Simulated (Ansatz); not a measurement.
# C₂H₅Cl₂GaO: how energies converge with the basis set

One table from this session's results is given with a row withheld; the runs are named, their logs left out.

Program: Ansatz 0.2.0, Gaussian basis. Level of theory: one geometry, several basis sets. These are calculated values, not measurements.

Levels to be run: PBE0-D4/def2-SVP; ωB97M-V/def2-SVP; PBE0-D4/def2-QZVPP; ωB97M-V/def2-QZVPP; the functionals' def2-TZVPP values are taken from earlier runs.

### The relaxed structure

The geometry comes from an earlier relaxation with PBE0-D4 in a triple-zeta def2 set; it is a stationary point, not always the lowest conformer.

SMILES `CC[O][Ga]([Cl])[Cl]`, 11 atoms, charge 0, spin multiplicity 1.

Atoms are counted from 1 here; the program's logs count them from 0.

Bond lengths: C1–C2 1.511 Å, C1–H7 1.093 Å, C1–H8 1.094 Å, C1–H9 1.092 Å, C2–O3 1.419 Å, C2–H10 1.095 Å, C2–H11 1.097 Å, O3–Ga4 1.760 Å, Ga4–Cl5 2.126 Å, Ga4–Cl6 2.111 Å. Angles: C2–C1–H7 110.5°, C2–C1–H8 110.9°, C2–C1–H9 110.5°, H7–C1–H8 107.7°, H7–C1–H9 108.5°, H8–C1–H9 108.5°, C1–C2–O3 111.7°, C1–C2–H10 110.3°, C1–C2–H11 110.1°, O3–C2–H10 106.2°, O3–C2–H11 111.2°, H10–C2–H11 107.2°, C2–O3–Ga4 122.3°, O3–Ga4–Cl5 120.5°, O3–Ga4–Cl6 119.0°, Cl5–Ga4–Cl6 120.5°.

Set-up of the first run:

File in.yaml:

```yaml
crystal:
  periodic: [false, false, false]
  atoms:
    - {symbol: C, position_ang: [-0.096208, -1.391151, 0.568727]}
    - {symbol: C, position_ang: [0.879972, -0.258072, 0.354938]}
    - {symbol: O, position_ang: [0.263070, 1.007107, 0.531102]}
    - {symbol: Ga, position_ang: [-0.658532, 1.789821, -0.747650]}
    - {symbol: Cl, position_ang: [-0.724026, 0.949280, -2.698948]}
    - {symbol: Cl, position_ang: [-1.660460, 3.599140, -0.325312]}
    - {symbol: H, position_ang: [0.415103, -2.355111, 0.504687]}
    - {symbol: H, position_ang: [-0.881573, -1.379229, -0.193074]}
    - {symbol: H, position_ang: [-0.565061, -1.312552, 1.551644]}
    - {symbol: H, position_ang: [1.688028, -0.309342, 1.091715]}
    - {symbol: H, position_ang: [1.339689, -0.339891, -0.637830]}
basis:
  gaussian: {orbitals: def2-SVP}
hamiltonian: {xc: pbe0, dispersion: d4}
output: {orbitals: {seedname: orbitals}}
```

Launch:

```
> ansatz run in.yaml --threads 4 --pin off --events-out ev --progress --plain --max-ram 11315MiB
```

Steps of the session up to this table: PBE0-D4 in def2-SVP; ωB97M-V in def2-SVP; PBE0-D4 in def2-QZVPP; ωB97M-V in def2-QZVPP.

One of the session's tables, all rows but one given; the rest of the session is left out.

It belongs to the step «Density functionals: the series». 

```
functional       basis  HOMO (eV)
   PBE0-D4    def2-SVP      -8.40
   PBE0-D4  def2-TZVPP      -8.48
   PBE0-D4  def2-QZVPP      -8.52
   ωB97M-V    def2-SVP     -10.74
   ωB97M-V  def2-TZVPP          ?
   ωB97M-V  def2-QZVPP     -10.91
```

**Question.** Estimate the row for ωB97M-V, def2-TZVPP.

**Answer.** HOMO (eV): -10.86. In the column «HOMO (eV)» it lies between ωB97M-V, def2-QZVPP (-10.91) and ωB97M-V, def2-SVP (-10.74).
